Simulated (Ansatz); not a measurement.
Here is an Ansatz input file for C₂H₆BNO, SMILES BNC(C)=O. Write the same calculation for the Python package.

```yaml
crystal:
  periodic: [false, false, false]
  atoms:
    - { symbol: B, position_ang: [-0.9813, 1.4685, 1.1556] }
    - { symbol: "N", position_ang: [-0.7394, 0.2894, 0.2763] }
    - { symbol: C, position_ang: [0.5586, -0.0832, -0.1255] }
    - { symbol: C, position_ang: [0.8736, -1.2819, -0.9697] }
    - { symbol: O, position_ang: [1.588, 0.5992, 0.2234] }
    - { symbol: H, position_ang: [-2.1449, 1.7909, 1.4317] }
    - { symbol: H, position_ang: [-0.126, 2.2061, 1.536] }
    - { symbol: H, position_ang: [-1.5074, -0.2687, -0.0458] }
    - { symbol: H, position_ang: [0.4084, -1.0803, -1.9425] }
    - { symbol: H, position_ang: [0.2655, -2.1578, -0.5024] }
    - { symbol: H, position_ang: [1.8701, -1.5391, -1.0165] }
basis:
  gaussian: { orbitals: def2-SVPD }
hamiltonian:
  xc: r2scan
  dispersion: d3bj
```

The program run on that file:
```console
$ ansatz run input.yaml --threads 1 --pin off --max-ram 4096MiB --backend cpu --events-out ev --progress --plain --runs-dir out
Warning: the engine holds no damping parameters fitted to this dispersion correction and functional, so the run takes those fitted to r2scan beside the three-body term, which d3bj leaves out (hamiltonian.dispersion, under Limitations)
Engine: ansatz 0.2.0, aarch64-unknown-linux-gnu
Functional definition: r2SCAN
  parameter k0 = 0.174
  parameter k1 = 0.065
  parameter a1 = 4.9479
  exchange = r2scan_x(k0 = k0, k1 = k1, a1 = a1)
  correlation = r2scan_c
1241 factors; their error is unknown
mean field evaluation 1: about -6368.4672 eV, gradient 6.6e1 eV
mean field evaluation 2: about -6298.7237 eV, gradient 1.5e2 eV
mean field evaluation 4: about -6376.5903 eV, gradient 1.8e1 eV
mean field evaluation 8: about -6377.4618 eV, gradient 2.0e-1 eV
mean field evaluation 16: about -6377.4046 eV, gradient 1.5e-3 eV
mean field -6377.40456777 eV, -234.3652951054 hartree, gradient 3.5e-5 eV, S^2 0.000000; 0 other end points of the search recorded, 0 dependent functions left out
reference -6377.40458196 eV, -234.3652956269 hartree; 19, 19 occupied and 132, 132 virtual orbitals, 1241 factors
Total energy: -6377.45802799 eV, -234.3672597324 hartree
```

`c2h6bno.py`:
```python
'''Single point of C2H6BNO in a Gaussian basis.'''

import ansatz


def main() -> None:
    geometry_ang = [
        ('B', (-0.9813, 1.4685, 1.1556)),
        ('N', (-0.7394, 0.2894, 0.2763)),
        ('C', (0.5586, -0.0832, -0.1255)),
        ('C', (0.8736, -1.2819, -0.9697)),
        ('O', (1.588, 0.5992, 0.2234)),
        ('H', (-2.1449, 1.7909, 1.4317)),
        ('H', (-0.126, 2.2061, 1.536)),
        ('H', (-1.5074, -0.2687, -0.0458)),
        ('H', (0.4084, -1.0803, -1.9425)),
        ('H', (0.2655, -2.1578, -0.5024)),
        ('H', (1.8701, -1.5391, -1.0165)),
    ]
    system = ansatz.Crystal.molecule()
    for symbol, xyz in geometry_ang:
        system = system.atom(symbol, xyz)

    calc = (
        system.calculation()
        .basis(gaussian='def2-SVPD')
        .functional('r2SCAN', dispersion='d3bj')  # exchange and correlation
    )
    r = calc.session().plan(threads=1).execute().report

    for key in ('converged', 'free_energy_ev', 'reference_energy_ev', 'n_frozen', 'n_occupied', 'n_virtual'):
        print(f'{key:22s} {r[key]}')

    state = r['mean_field']['state']
    print(f'mean field: {state["energy"]["hartree"]:.7f} Ha, <S^2> = {abs(state["spin_squared"]):.4f}, stability: {state.get("stability", {}).get("kind")}')


if __name__ == '__main__':
    main()
```

```console
$ python c2h6bno.py
DeckWarning: the engine holds no damping parameters fitted to this dispersion correction and functional, so the run takes those fitted to r2scan beside the three-body term, which d3bj leaves out (hamiltonian.dispersion, under Limitations)
converged              True
free_energy_ev         -6377.458027991885
reference_energy_ev    -6377.404581959879
n_frozen               0
n_occupied             [19, 19]
n_virtual              [132, 132]
mean field: -234.3652956 Ha, <S^2> = 0.0000, stability: minimum
```
(Warnings from the package without file and line.)

Caveats:
- Total energies depend on the basis set; only differences at equal settings carry meaning.
- The geometry is a force-field or estimated start, not a minimum of this method, and the basis set is short of its limit.
- Total less reference energy is the dispersion correction.
- A dispersion term here runs with damping parameters fitted for another variant or functional.
- Run time: 8.8 s on 1 thread of Arm Neoverse V1, on a shared host, peak memory 0.25 GiB.

(Lines on the test bed's own set-up are left out of the output.)
